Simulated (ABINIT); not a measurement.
# GaGe (F-43m) in ABINIT: further runs

Runs on GaGe. Level: LDA. Tasks: relaxation of cell and atoms, single point.

Everything below comes from runs of ABINIT 10.8.3 (patched build). Logs are shortened: lines on timing, memory, paths and dates and some standing lists are left out, and cuts for length are marked. The log counts tension as positive stress, the text compression.

### Step 1. The structure

Symmetry: F-43m, No. 216, cubic system. Conventional cell: a = 5.796 Å, b = 5.796 Å, c = 5.796 Å, α = 90.00°, β = 90.00°, γ = 90.00°. Ge (site symmetry -43m) is surrounded by 4 Ga at 2.51 Å. Ga (site symmetry -43m) has 4 Ge at 2.51 Å as nearest neighbours.

The cell comes from a database or a generator and needn't be the stable form of this composition.

### Step 2. Relaxation of cell and atoms, LDA

Contents of run.abi:

```
# Pseudopotentials
pp_dirpath "./"
pseudos "Ge.upf, Ga.upf"

# Structure
acell 3*1.0
rprim
     0.0000000000     5.4761315119     5.4761315119
     5.4761315119     0.0000000000     5.4761315119
     5.4761315119     5.4761315119     0.0000000000
ntypat 2
znucl 32 31
natom 2
typat 1 2
chkprim 0
chksymtnons 0
tolsym 1.0e-6
xred
            0.0            0.0            0.0
            1/4            1/4            1/4

# Plane-wave basis
ecut 40.0
ecutsm 0.5

# k points
kptopt 1
ngkpt 6 6 6
nshiftk 1
shiftk 0.0 0.0 0.0

# Exchange and correlation
ixc 7

# Bands and occupations
nband 18
occopt 3
tsmear 0.00183747

# SCF cycle
nstep 80
tolvrs 1.0e-12

# Output
iomode 3
prteig 0
prtebands 0
prtwf 0
prtden 0

# Relaxation
ionmov 2
optcell 2
ntime 50
tolmxf 2.0e-5
dilatmx 1.08
```

Potentials or basis: PseudoDojo NC SR LDA v0.4.1 standard.

On the command line:

```
$ mpirun --bind-to none -np 4 abinit run.abi > log 2>&1
```

run.abo:

```text
.Version 10.8.3 of ABINIT
 Symmetries : space group F-4 3 m (#216); Bravais cF (face-center cubic)
================================================================================
 Values of the parameters that define the memory need of the present run
     intxc =       0    ionmov =       2      iscf =       7    lmnmax =       6
     lnmax =       6     mgfft =      48  mpssoang =       3    mqgrid =    3001
     natom =       2  nloc_mem =       1    nspden =       1   nspinor =       1
    nsppol =       1      nsym =      24    n1xccc =    2501    ntypat =       2
    occopt =       3   xclevel =       1
       mpw =        5014          nfft =      110592          nkpt =          16
================================================================================
================================================================================

--------------------------------------------------------------------------------
------------- Echo of variables that govern the present computation ------------
--------------------------------------------------------------------------------
 -outvars: echo values of preprocessed input variables --------
            acell      1.0000000000E+00  1.0000000000E+00  1.0000000000E+00 Bohr
              amu      7.26100000E+01  6.97230000E+01
          chkprim           0
      chksymtnons           0
          dilatmx      1.08000000E+00
             ecut      4.00000000E+01 Hartree
           ecutsm      5.00000000E-01 Hartree
           ionmov           2
              ixc           7
         kptrlatt        6    0    0      0    6    0      0    0    6
          kptrlen      4.64665167E+01
            natom           2
            nband          18
            ngfft          48      48      48
             nkpt          16
            nstep          80
             nsym          24
            ntime          50
           ntypat           2
           occopt           3
          optcell           2
           prtden           0
        prtebands           0
           prteig           0
            prtwf           0
            rprim      0.0000000000E+00  5.4761315119E+00  5.4761315119E+00
                       5.4761315119E+00  0.0000000000E+00  5.4761315119E+00
                       5.4761315119E+00  5.4761315119E+00  0.0000000000E+00
          spgroup         216
           tolmxf      2.00000000E-05
           tolsym      1.00000000E-06
           tolvrs      1.00000000E-12
           tsmear      1.83747000E-03 Hartree
            typat      1  2
           xangst      0.0000000000E+00  0.0000000000E+00  0.0000000000E+00
                       1.4489219990E+00  1.4489219990E+00  1.4489219990E+00
            xcart      0.0000000000E+00  0.0000000000E+00  0.0000000000E+00
                       2.7380657560E+00  2.7380657559E+00  2.7380657560E+00
             xred      0.0000000000E+00  0.0000000000E+00  0.0000000000E+00
                       2.5000000000E-01  2.5000000000E-01  2.5000000000E-01
            znucl       32.00000   31.00000

[... 550 lines left out ...]

 ----iterations are completed or convergence reached----

 Mean square residual over all n,k,spin=   22.791E-13; max=  65.407E-11
 reduced coordinates (array xred) for    2 atoms
       0.000000000000     -0.000000000000     -0.000000000000
       0.250000000000      0.250000000000      0.250000000000
 rms dE/dt=  1.4875E-30; max dE/dt=  2.1036E-30; dE/dt below (all hartree)
    1       0.000000000000      0.000000000000      0.000000000000
    2       0.000000000000      0.000000000000      0.000000000000

 cartesian coordinates (angstrom) at end:
    1     -0.00000000000000     0.00000000000000     0.00000000000000
    2      1.40929014230432     1.40929014230432     1.40929014230432

 cartesian forces (hartree/bohr) at end:
    1      0.00000000000000     0.00000000000000     0.00000000000000
    2     -0.00000000000000    -0.00000000000000    -0.00000000000000
 frms,max,avg= 9.8736993E-32 9.8736993E-32   0.000E+00  0.000E+00  0.000E+00 h/b

 cartesian forces (eV/Angstrom) at end:
    1      0.00000000000000     0.00000000000000     0.00000000000000
    2     -0.00000000000000    -0.00000000000000    -0.00000000000000
 frms,max,avg= 5.0772603E-30 5.0772603E-30   0.000E+00  0.000E+00  0.000E+00 e/A
 length scales=  7.532589056572  7.532589056572  7.532589056572 bohr
              =  3.986074465131  3.986074465131  3.986074465131 angstroms
 Fermi (or HOMO) energy (hartree) =   0.10466   Average Vxc (hartree)=  -0.38127
 Eigenvalues (hartree) for nkpt=  16  k points:
 kpt#   1, nband= 18, wtk=  0.00463, kpt=  0.0000  0.0000  0.0000 (reduced coord)
  -0.77462   -0.77462   -0.77462   -0.77362   -0.77362   -0.42211   -0.42211   -0.42211
  -0.41923   -0.41923   -0.29671    0.17756    0.17756    0.17756    0.20824    0.27593
   0.27593    0.27593
      occupation numbers for kpt#   1
   2.00000    2.00000    2.00000    2.00000    2.00000    2.00000    2.00000    2.00000
   2.00000    2.00000    2.00000    0.00000    0.00000    0.00000    0.00000    0.00000
   0.00000    0.00000
 prteigrs : prtvol=0 or 1, do not print more k-points.

--- !EnergyTerms
iteration_state     : {dtset: 1, itime: 5, icycle: 1, }
comment             : Components of total free energy in Hartree
kinetic             :  1.29271776331060E+02
hartree             :  5.17747083385023E+01
xc                  : -4.20159811370422E+01
Ewald energy        : -9.22480342185107E+01
psp_core            :  4.90290350630535E+00
local_psp           : -1.33121116903828E+02
non_local_psp       : -8.41510667733592E+01
internal            : -1.65586810856872E+02
'-kT*entropy'       : -5.00803238812663E-04
total_energy        : -1.65587311660111E+02
total_energy_eV     : -4.50586029501691E+03
band_energy         : -1.23228125882944E+01
...

 Cartesian components of stress tensor (hartree/bohr^3)
  sigma(1 1)=  3.18635440E-08  sigma(3 2)=  0.00000000E+00
  sigma(2 2)=  3.18635440E-08  sigma(3 1)=  0.00000000E+00
  sigma(3 3)=  3.18635440E-08  sigma(2 1)=  0.00000000E+00

-Cartesian components of stress tensor (GPa)         [Pressure= -9.3746E-04 GPa]
- sigma(1 1)=  9.37457831E-04  sigma(3 2)=  0.00000000E+00
- sigma(2 2)=  9.37457831E-04  sigma(3 1)=  0.00000000E+00
- sigma(3 3)=  9.37457831E-04  sigma(2 1)=  0.00000000E+00

== END DATASET(S) ==============================================================
================================================================================

 -outvars: echo values of variables after computation  --------
            acell      7.5325890566E+00  7.5325890566E+00  7.5325890566E+00 Bohr
           etotal     -1.6558731166E+02
            fcart      9.8736993138E-32  9.8736993138E-32  9.8736993138E-32
                      -9.8736993138E-32 -9.8736993138E-32 -9.8736993138E-32
            rprim      0.0000000000E+00  7.0710678119E-01  7.0710678119E-01
                       7.0710678119E-01  0.0000000000E+00  7.0710678119E-01
                       7.0710678119E-01  7.0710678119E-01  0.0000000000E+00
           strten      3.1863544022E-08  3.1863544026E-08  3.1863544029E-08
                       0.0000000000E+00  0.0000000000E+00  0.0000000000E+00
           xangst     -4.9839839648E-30  5.8831951031E-30  2.8593941694E-30
                       1.4092901423E+00  1.4092901423E+00  1.4092901423E+00
             xred      2.4350154779E-30 -1.4205351790E-30 -3.4772524341E-31
                       2.5000000000E-01  2.5000000000E-01  2.5000000000E-01
 Calculation completed.
```

Wall time 72 s (4 MPI ranks of Arm Neoverse V1, shared host); peak memory 0.36 GiB.

Results:

* Free energy: -4505.8603 eV
* Relaxed volume: 22.39 Å³/atom
* Relaxed cell: a = 3.986 Å, b = 3.986 Å, c = 3.986 Å, α = 60.00°, β = 60.00°, γ = 60.00°
* Space group after relaxing (to 0.05 Å): F-43m (No. 216)
* Energy gained by relaxing: 28.0 meV/atom
* Ionic steps: 5
* Pressure after relaxing: 0.0 GPa
* Band gap on the k mesh: none (metal or under the smearing width)

The path:
| step | energy change (eV) | largest force (eV/Å) | pressure (GPa) | volume (Å³) |
| --- | --- | --- | --- | --- |
| 1 | 0.0000 | 0.0000 | -4.27 | 48.67 |
| 2 | -0.0158 | 0.0000 | -3.71 | 48.04 |
| 3 | -0.0551 | 0.0000 | 0.68 | 44.31 |
| 4 | -0.0561 | 0.0000 | -0.07 | 44.83 |
| 5 | -0.0561 | 0.0000 | 0.00 | 44.78 |

Final structure:
```
Ge Ga
1.0
     0.00000    2.81858    2.81858
     2.81858    0.00000    2.81858
     2.81858    2.81858    0.00000
Ge Ga
1 1
Direct
  0.00000 0.00000 0.00000
  0.25000 0.25000 0.25000
```

### Step 3. Single point, LDA (cell relaxed)

Contents of run.abi:

```
# Pseudopotentials
pp_dirpath "./"
pseudos "Ge.upf, Ga.upf"

# Structure
acell 3*1.0
rprim
     0.0000000000     5.3263448084     5.3263448084
     5.3263448084     0.0000000000     5.3263448084
     5.3263448084     5.3263448084     0.0000000000
ntypat 2
znucl 32 31
natom 2
typat 1 2
xred
     0.0000000000     0.0000000000     0.0000000000
     0.2500000000     0.2500000000     0.2500000000
chkprim 0
chksymtnons 0
tolsym 1.0e-6

# Plane-wave basis
ecut 1088.455450 eV

# k points
kptopt 1
ngkpt 6 6 6
nshiftk 1
shiftk 0.0 0.0 0.0

# Exchange and correlation
ixc 7

# Bands and occupations
nband 18
occopt 3
tsmear 0.05 eV

# SCF cycle
nstep 100
tolvrs 1.0e-10

# Output
iomode 3
prtwf 0
prteig 0
prtebands 0
enunit 2
prtden 1
prtvha 1
prtvclmb 1
prtpot 1
prtelf 1
```

Potentials or basis: PseudoDojo NC SR LDA v0.4.1 standard.

On the command line:

```
$ mpirun --bind-to none -np 4 abinit run.abi > log 2>&1
```

Run time: 14 s. Hardware: 4 MPI ranks of Arm Neoverse V1, shared host; peak memory 0.28 GiB.

It converged, with:

| Quantity | Value |
| --- | --- |
| Free energy | -4505.8604 eV |
| Pressure | 0.0 GPa |
| Band gap on the k mesh | none (metal or under the smearing width) |
| Valence electrons inside the program's atomic spheres | Ge 11.56; Ga 10.88 |

Levels at points of the mesh, in eV from the Fermi level:
| k point | band 10 | band 11 | band 12 | band 13 | band 14 | band 15 | band 16 | band 17 | band 18 |
| --- | --- | --- | --- | --- | --- | --- | --- | --- | --- |
| (0.00, 0.00, 0.00) | -14.26 | -10.92 | 1.98 | 1.98 | 1.98 | 2.82 | 4.66 | 4.66 | 4.66 |
| (0.50, 0.00, 0.00) | -14.25 | -8.74 | -5.55 | 0.55 | 0.55 | 2.49 | 5.66 | 5.66 | 8.45 |
| (0.50, 0.50, 0.00) | -14.25 | -7.57 | -5.94 | -1.25 | -1.25 | 2.44 | 2.59 | 11.85 | 11.85 |

### Step 4. Single point, LDA

Contents of run.abi:

```
# Pseudopotentials
pp_dirpath "./"
pseudos "Ge.upf, Ga.upf"

# Structure
acell 3*1.0 Angstrom
rprim
     0.0000000000     2.8978440000     2.8978440000
     2.8978440000     0.0000000000     2.8978440000
     2.8978440000     2.8978440000     0.0000000000
ntypat 2
znucl 32 31
natom 2
typat 1 2
xred
     0.0000000000     0.0000000000     0.0000000000
     0.2500000000     0.2500000000     0.2500000000

# Plane-wave basis
ecut 40.0

# k points
kptopt 1
ngkpt 6 6 6
nshiftk 1
shiftk 0.0 0.0 0.0

# Exchange and correlation
ixc 7

# Bands and occupations
nband 18
occopt 3
tsmear 0.00183747

# SCF cycle
nstep 100
tolvrs 1.0e-10

# Output
iomode 3
prtwf 0
prtden 0
prteig 0
prtebands 0
prtvol 2
```

On the command line:

```
$ abinit run.abi > log 2>&1
```

Wall time 43 s (1 thread of Intel Xeon Platinum 8488C (Sapphire Rapids), shared host); peak memory 0.09 GiB.

It converged, with:

```yaml
Free_energy: -4505.8043 eV
Pressure: -4.3 GPa
Band_gap_on_the_k_mesh: none (metal or under the smearing width)
Valence_electrons_inside_the_program's_atomic_spheres: Ge 11.53; Ga 10.83
```

Levels at points of the mesh, in eV from the Fermi level:
```
           k point  band 12  band 13  band 14  band 15  band 16  band 17
(0.00, 0.00, 0.00)     1.79     1.79     1.79     1.96     4.45     4.45
(0.50, 0.00, 0.00)    -5.30     0.48     0.48     2.05     5.44     5.44
(0.50, 0.50, 0.00)    -5.76    -1.14    -1.14     2.39     2.49    11.01
```

### Step 5. Overview

| task | cell | cell freedom (optcell) | optimiser (ionmov) | cutoff smearing ecutsm (Ha) | force stop (Ha/bohr) | gap on the mesh (eV) | pressure (GPa) |
| --- | --- | --- | --- | --- | --- | --- | --- |
| relaxation of cell and atoms | relaxed | 2 | 2 | 0.5 | 2e-05 | none | 0.0 |
| single point | cell relaxed | - | - | - | - | none | 0.0 |
| single point | as given | - | - | - | - | none | -4.3 |

Alike in all rows: level LDA; potentials or basis PseudoDojo NC SR LDA v0.4.1 standard; no spin polarisation; k mesh 6 × 6 × 6; cutoff (eV) 1088; smearing fermi-dirac 0.05 eV.

Absolute energies hang on the potentials; compare differences alone.
